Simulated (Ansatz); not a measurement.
# TlIO3: a relaxation

The task: find the equilibrium cell of TlIO3.

Method: DFT PBEsol, scalar-relativistic, plane waves, PAW, in Ansatz 0.2.0.

### 1 Starting point

The structure is trigonal, space group R3m (No. 160). The conventional cell has a = 6.302 Å, b = 6.302 Å, c = 7.966 Å, α = 90.00°, β = 90.00°, γ = 120.00°. Tl (site symmetry 3m) has 9 O at 2.94 to 3.20 Å as nearest neighbours. Around I (site symmetry 3m) lie 3 O at 1.82 Å. O (site symmetry m) has 1 I at 1.82 Å as nearest neighbours.

Coordinates:

```
Tl I O
1.0
     3.15079    1.81911    2.65543
    -3.15079    1.81911    2.65543
     0.00000   -3.63822    2.65543
Tl I O
1 1 3
Direct
  0.00875 0.00875 0.00875
  0.50187 0.50187 0.50187
  0.90329 0.46190 0.46190
  0.46190 0.90329 0.46190
  0.46190 0.46190 0.90329
```

Source of the structure: the Materials Project (structure only).

(A quick probe on a coarse mesh, which set the mesh and smearing, is not shown.)

### 3 A loose first relaxation

input.yaml

```yaml
crystal:
  lattice:
    - [3.1507925805, 1.8191109445, 2.6554335853]
    - [-3.1507925805, 1.8191109445, 2.6554335853]
    - [0.0, -3.638221889, 2.6554335853]
  atoms:
    - { symbol: Tl, position: [0.00875085, 0.00875085, 0.00875085] }
    - { symbol: I, position: [0.50186733, 0.50186733, 0.50186733] }
    - { symbol: O, position: [0.90328765, 0.46189709, 0.46189709] }
    - { symbol: O, position: [0.46189709, 0.90328765, 0.46189709] }
    - { symbol: O, position: [0.46189709, 0.46189709, 0.90328765] }
basis:
  ecutwfc: 420
kpoints:
  mp_grid: { grid: [6, 6, 6] }
hamiltonian:
  xc: pbesol
scf:
  occupations: { method: gaussian, width: 0.1 }
output:
  forces: true
  stress: true
  eigenvalues: true
relax:
  adjacent_minimum: "off"
  f_tol: 0.05
  max_steps: 80
  cell: { stress_tol: 0.5 }
```

Started as:

```bash
> ansatz run input.yaml --threads 4 --pin off --max-ram 9216MiB --backend cpu --events-out ev --progress --plain --runs-dir out
```

The session goes on with these runs: the relaxation.

What does the calculation give? Wanted: relaxed cell; volume; formation energy; gap on the mesh.

As calculated:

```
                                                               quantity                                                                       value
                                            relaxed cell (conventional)  a = 6.219 Å, b = 6.219 Å, c = 7.919 Å, α = 90.00°, β = 90.00°, γ = 120.00°
                                                   space group (0.01 Å)                                                               R3m (No. 160)
                                                                 volume                                                               17.69 Å³/atom
formation energy (elements from runs with the same settings, not shown)                                                               -0.56 eV/atom
                                                        gap on the mesh                                                                     2.34 eV
```

Relaxation lowered the volume by 3.2 %. These runs have no spin-orbit coupling; with I, Tl it would split and shift bands.

The gaps are Kohn-Sham values of a semilocal functional, not quasiparticle or optical gaps. Such gaps usually fall short of the measured ones; spin-orbit coupling, left out here, narrows gaps with I, Tl, so the two errors partly cancel.
